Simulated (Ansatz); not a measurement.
What does this script print? It uses Ansatz 0.2.0 through its Python package.

`torsion.py`:
```python
# -*- coding: utf-8 -*-
"""Rigid torsion scan of BClH5NSSi."""

import ansatz as az
from ase import Atoms


def main():
    atoms = Atoms(["B", "Si", "N", "S", "Cl", "H", "H", "H", "H", "H"], positions=[
        (-1.1906, -0.1695, -0.8502),
        (0.3107, 0.3156, 0.2127),
        (0.3925, -0.7993, 1.5916),
        (2.1607, 0.1561, -0.9887),
        (0.1376, 2.2766, 0.8949),
        (-2.3175, -0.0734, -0.3831),
        (-1.0783, -0.4276, -1.991),
        (-0.4347, -0.704, 2.1252),
        (0.4663, -1.7518, 1.2569),
        (1.6365, 1.1261, -1.8654),
    ])

    # start the scan from a relaxed geometry
    first = (
        az.Crystal.molecule_from_ase(atoms).calculation()
        .basis(gaussian="def2-SVP")
        .functional("hf")
        .relax(force_tolerance=0.02, max_steps=80)
    )
    atoms.positions = first.run().report["positions_ang"]

    start = atoms.get_dihedral(0, 1, 2, 7)
    energies = {}
    for turn in range(0, 360, 40):
        turned = atoms.copy()
        turned.set_dihedral(0, 1, 2, 7, start + turn, indices=[2, 7, 8])
        base = (
            az.Crystal.molecule_from_ase(turned).calculation()
            .basis(gaussian="def2-SVP")
            .functional("hf")
        )
        energies[round((start + turn) % 360)] = base.run().report["free_energy_ev"]
    floor = min(energies.values())
    print("dihedral B0-Si1-N2-H7 (deg)   E - E(min) (kcal/mol)")
    for angle, e in sorted(energies.items()):
        print(f"{angle:8d} {23.060548 * (e - floor):14.3f}  " + "#" * int(30 * (e - floor) / max(max(energies.values()) - floor, 1e-9)))


if __name__ == "__main__":
    main()
```

```console
$ python torsion.py
dihedral B0-Si1-N2-H7 (deg)   E - E(min) (kcal/mol)
       5          2.809  ############
      45          6.703  ##############################
      85          5.864  ##########################
     125          2.491  ###########
     165          1.885  ########
     205          4.815  #####################
     245          6.353  ############################
     285          2.869  ############
     325          0.000
```

The scan is rigid and the energies are electronic, in a modest basis. With rigid groups the curve can differ much from the relaxed path, the start wasn't checked as a minimum of this torsion, and equivalent turns needn't return to the same energy. Timing: 110 s on 1 thread of Arm Neoverse V1, on a shared host, peak memory 0.29 GiB.
